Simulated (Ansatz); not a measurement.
CAlCl₂N, SMILES N#[C][Al]([Cl])[Cl], harmonic frequencies at the relaxed geometry

Run with Ansatz 0.2.0 through its Python package.

Script `freq_calcl2n.py`:
```python
# -*- coding: utf-8 -*-
import ansatz as az
import numpy as np

molecule = (
    az.Crystal.molecule()
    .atom('N', (1.5205, -1.5411, 1.4227))
    .atom('C', (0.7862, -0.8153, 0.7728))
    .atom('Al', (-0.387, 0.3359, -0.3092))
    .atom('Cl', (-2.0793, -0.4911, -1.2741))
    .atom('Cl', (0.2096, 2.4379, -0.6537))
)

calc = molecule.calculation()
calc = calc.basis(gaussian='cc-pVDZ').functional('hf')
symbols = [site.symbol for site in molecule.cartesian_sites]
start = np.array([site.position_ang for site in molecule.cartesian_sites], dtype=float)
rep = calc.relax(force_tolerance=0.003, max_steps=100).run(threads=1).report
end = np.array(rep['positions_ang'])

print('bond        before    after (A)')
for i, j in [(0, 1), (1, 2), (2, 3), (2, 4)]:
    d0, d1 = (np.linalg.norm(xyz[i] - xyz[j]) for xyz in (start, end))
    print(f'{symbols[i]}{i}-{symbols[j]}{j}'.ljust(10), f'{d0:8.4f} {d1:8.4f}')

minimum = az.Crystal.molecule()
for symbol, xyz in zip(symbols, end):
    minimum = minimum.atom(symbol, xyz.tolist())
vibrating = (
    minimum.calculation()
    .basis(gaussian='cc-pVDZ')
    .functional('hf')
    .phonons(temperatures=(100, 500, 100))
)
vib = vibrating.run(threads=1).report['vibrations']
sums = vib['harmonic_sums']
modes = [m['omega_inv_cm'] for m in sums['modes_at_gamma'] if m['rigid_motion'] == 'no']
for number, w in enumerate(modes, start=1):
    print(f'mode {number:2d} {w:9.1f} 1/cm {w / 8065.544 * 1000:8.2f} meV')
print('imaginary modes:', sum(w < 0 for w in modes), ' zero-point energy:', round(sums['zero_point_energy_ev'], 4), 'eV')
print('T (K)   F_vib (eV)   S_vib (meV/K)   C_vib (meV/K)')
for row in zip(sums['temperatures_k'], sums['vibrational_free_energy_ev'], vib['entropy_ev_per_k'], vib['heat_capacity_ev_per_k']):
    print(f'{row[0]:6.1f} {row[1]:11.4f} {1000 * row[2]:13.4f} {1000 * row[3]:15.4f}')
```

Output of `python freq_calcl2n.py`:
```text
bond        before    after (A)
N0-C1        1.2200   1.1411
C1-Al2       1.9678   1.9316
Al2-Cl3      2.1163   2.0912
Al2-Cl4      2.2120   2.0912
mode  1     100.2 1/cm    12.43 meV
mode  2     152.4 1/cm    18.89 meV
mode  3     157.0 1/cm    19.46 meV
mode  4     308.9 1/cm    38.30 meV
mode  5     332.6 1/cm    41.24 meV
mode  6     406.0 1/cm    50.34 meV
mode  7     642.3 1/cm    79.64 meV
mode  8     644.8 1/cm    79.95 meV
mode  9    2535.0 1/cm   314.29 meV
imaginary modes: 0  zero-point energy: 0.3273 eV
T (K)   F_vib (eV)   S_vib (meV/K)   C_vib (meV/K)
 100.0      0.3228        0.1395          0.2358
 200.0      0.2971        0.3696          0.4318
 300.0      0.2500        0.5668          0.5370
 400.0      0.1849        0.7298          0.5931
 500.0      0.1049        0.8660          0.6263
```

Reading the output:
- The settings weren't tested for convergence.
- The frequencies are harmonic and unscaled, in a modest basis. The result belongs to the one conformer reached from this start, and soft torsions count as harmonic oscillators.
- Hardware and time: 38 s on 1 thread of Intel(R) Xeon(R) 6975P-C (Granite Rapids), with other jobs on the host, peak memory 0.25 GiB.

(A comment or docstring line of the script was reworded after the run, the code is as it ran; lines on the test bed's own set-up are left out of the output.)
